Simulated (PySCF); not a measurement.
**The bond of GaH−, level by level**

The task here is to estimate one member of a computed series from the others.

Computed with PySCF 2.14.0. Level: Ga aug-pcseg-1, H aug-pcseg-1, no relativity.

3 further runs of the same task are left out: 3 set aside as unsound or not needed.

Set-up of the first run:

The job is set up so:

```
atoms                         : Ga, H
charge                        : -1
basis                         : Ga aug-pcseg-1, H aug-pcseg-1
Hamiltonian                   : no relativity
basis functions               : 45
electrons treated             : 33
masses in u                   : 68.9256, 1.0078
levels                        : PBE0, PBE, r²SCAN, r²SCANh, TPSSh, BHandHLYP, ωB97X, MP2, SCS-MP2, CCSD, CCSD(T)
grid                          : 80 radial by 434 angular points
occupations                   : held fixed by the projection of orbital angular momentum
dissociation limit            : Ga + H−, each in its ground configuration
starting distance in angstrom : 1.625
values of 2S to try           : 1, 3
```

The run is started by

```
$ OMP_NUM_THREADS=1 python dia.py task.json out
```

Steps of the session up to this table: Set-up; The PBE0 curve of the state that the search chose; PBE; r²SCAN (meta-GGA); r²SCANh (hybrid meta-GGA); TPSSh; BHandHLYP; ωB97X (range-separated hybrid); Correlated methods on the Hartree–Fock reference.

One table of the session follows, with a row left open; its other results are not shown here.

Energy (eV) from each level's lowest point:

```
R (Å)  UHF-MP2  UHF-SCS-MP2  UHF-CCSD  UHF-CCSD(T)    PBE
1.476    0.261        0.272       n/a          n/a  0.337
1.544    0.108        0.115     0.119        0.121  0.162
1.613    0.026        0.031     0.034        0.035  0.059
1.665    0.001        0.003     0.005        0.006  0.017
1.716    0.000        0.000     0.000        0.000  0.000
1.768        ?            ?         ?            ?      ?
1.836    0.063        0.058     0.052        0.050  0.028
1.922    0.145        0.136     0.125        0.121  0.087
2.025    0.266        0.253     0.234        0.228  0.183
2.162    0.446        0.426       n/a          n/a  0.335
```

Q: Estimate the row for R (Å) = 1.768 from the others.

Worked estimate for «UHF-MP2». A straight line through the neighbours (1.716, 0.000) and (1.836, 0.063) gives 0.000 + (0.063 − 0.000) × (1.768 − 1.716) / (1.836 − 1.716) = 0.027; a parabola fitted to 4 rows on both sides gives 0.019.

The run gave: UHF-MP2: 0.018; UHF-SCS-MP2: 0.015; UHF-CCSD: 0.013; UHF-CCSD(T): 0.012; PBE: 0.002. In «UHF-MP2» the line misses by +0.009 and the parabola by +0.001.

Caveats from the session: Lowest PBE0 solution found, without spin–orbit coupling: ²Π (doublet), unpaired electrons π ↑. Warnings in the runs' records: inverted.
